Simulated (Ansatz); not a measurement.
# CH2Br: the cost of one run

Program: Ansatz 0.2.0. Level of theory: the levels named in each step. These are calculated values, not measurements.

## Step 1: The starting structure

Bond lengths: C1–Br2 1.834 Å, C1–H3 1.069 Å, C1–H4 1.069 Å. Angles: Br2–C1–H3 118.4°, Br2–C1–H4 118.4°, H3–C1–H4 123.3°.

Structure file:

```xyz
4

C    -1.5426    0.0621   -0.1268
Br    0.2836   -0.0114    0.0232
H    -2.0079    1.0221   -0.2016
H    -2.0892   -0.8571   -0.1329
```

## Step 2: A rough first relaxation, PBE-D4/def2-SVP

The input, input.yaml:

```yaml
crystal:
  periodic: [false, false, false]
  atoms:
    - { symbol: C, position_ang: [-1.54263, 0.06209, -0.12678] }
    - { symbol: Br, position_ang: [0.28357, -0.01141, 0.02318] }
    - { symbol: H, position_ang: [-2.00792, 1.02211, -0.20165] }
    - { symbol: H, position_ang: [-2.08921, -0.85713, -0.13287] }
magnetization:
  spin_polarized: true
  initial_magnetization: 1
basis:
  gaussian: { orbitals: def2-SVP }
hamiltonian:
  xc: pbe
  dispersion: d4
relax:
  f_tol: 0.03
  max_steps: 200
```

Launch:

```sh
$ ansatz run input.yaml --threads 2 --pin off --max-ram 5120MiB --backend cpu --events-out ev --progress --plain --runs-dir out
```

**Question.** How long does this run take on 2 threads of Intel Xeon at 2.50GHz (Skylake/Cascade Lake), shared host, and how much memory does it need?

About 9 s, with a peak of 0.13 GiB.
